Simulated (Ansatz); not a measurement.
**H7NO6Si2: small, medium and large basis sets**

How large a basis does H7NO6Si2 need? Two functionals are run in growing sets.

Program: Ansatz 0.2.0, Gaussian basis. Level of theory: one geometry, several basis sets. These are calculated values, not measurements.

The runs, in order: PBE0-D4/def2-SVP; ωB97M-V/def2-SVP; PBE0-D4/def2-QZVPP; ωB97M-V/def2-QZVPP; the functionals' def2-TZVPP values are taken from earlier runs.

2 further runs of the same task are left out: 2 that didn't finish.

## 1. The geometry

The geometry comes from an earlier relaxation with PBE0-D4 in a triple-zeta def2 set; it is a stationary point, not always the lowest conformer.

SMILES `O[Si](O)(O)N[Si](O)(O)O`, 16 atoms, charge 0, spin multiplicity 1.

Atoms are counted from 1 here; the program's logs count them from 0.

Bond lengths: O1–Si2 1.627 Å, O1–H10 0.967 Å, Si2–O3 1.634 Å, Si2–O4 1.638 Å, Si2–N5 1.720 Å, O3–H11 0.958 Å, O4–H12 0.958 Å, N5–Si6 1.700 Å, N5–H13 1.012 Å, Si6–O7 1.638 Å, Si6–O8 1.634 Å, Si6–O9 1.647 Å, O7–H14 0.958 Å, O8–H15 0.958 Å, O9–H16 0.959 Å. Angles: Si2–O1–H10 114.4°, O1–Si2–O3 116.1°, O1–Si2–O4 107.8°, O1–Si2–N5 108.3°, O3–Si2–O4 104.4°, O3–Si2–N5 105.3°, O4–Si2–N5 115.3°, Si2–O3–H11 115.6°, Si2–O4–H12 115.8°, Si2–N5–Si6 132.6°, Si2–N5–H13 113.3°, Si6–N5–H13 114.1°, N5–Si6–O7 110.2°, N5–Si6–O8 117.5°, N5–Si6–O9 104.6°, O7–Si6–O8 104.4°, O7–Si6–O9 114.7°, O8–Si6–O9 105.8° and more.

## 2. PBE0-D4 in def2-SVP

in.yaml reads:

```yaml
crystal:
  periodic: [false, false, false]
  atoms:
    - {symbol: O, position_ang: [-0.674515, -0.979855, -1.805521]}
    - {symbol: Si, position_ang: [0.358835, 0.254975, -1.575503]}
    - {symbol: O, position_ang: [1.879002, 0.031763, -2.130572]}
    - {symbol: O, position_ang: [-0.199831, 1.540838, -2.422719]}
    - {symbol: N, position_ang: [0.527511, 0.508649, 0.117751]}
    - {symbol: Si, position_ang: [-0.252595, -0.171012, 1.466106]}
    - {symbol: O, position_ang: [0.791043, -0.289880, 2.722371]}
    - {symbol: O, position_ang: [-1.535434, 0.634017, 2.079482]}
    - {symbol: O, position_ang: [-0.842696, -1.609430, 0.923718]}
    - {symbol: H, position_ang: [-0.820476, -1.529856, -1.023977]}
    - {symbol: H, position_ang: [2.015209, 0.230689, -3.058236]}
    - {symbol: H, position_ang: [-1.152011, 1.647366, -2.439823]}
    - {symbol: H, position_ang: [1.237136, 1.191060, 0.350822]}
    - {symbol: H, position_ang: [1.643376, -0.689431, 2.542931]}
    - {symbol: H, position_ang: [-1.373786, 1.179300, 2.850162]}
    - {symbol: H, position_ang: [-1.600750, -1.949204, 1.403007]}
basis:
  gaussian: {orbitals: def2-SVP}
hamiltonian: {xc: pbe0, dispersion: d4}
output: {orbitals: {seedname: orbitals}}
```

The runs that follow: ωB97M-V in def2-SVP; PBE0-D4 in def2-QZVPP; ωB97M-V in def2-QZVPP.

**Question.** What will the summary of the whole plan be? Wanted: PBE0-D4: double and triple zeta above quadruple; ωB97M-V: double and triple zeta above quadruple.

As calculated:

```
                                       quantity           value
PBE0-D4: double and triple zeta above quadruple  25.30, 1.40 eV
ωB97M-V: double and triple zeta above quadruple  25.54, 1.31 eV
```

What this shows: PBE0-D4 gains 23.90 eV from double to triple zeta, then 1.40 eV more. Total energies overstate the basis error of differences, where much of it tends to cancel. The LUMO of ωB97M-V is positive and keeps falling with the basis (2.54 to 1.07 eV): an unbound level that the basis holds in place.
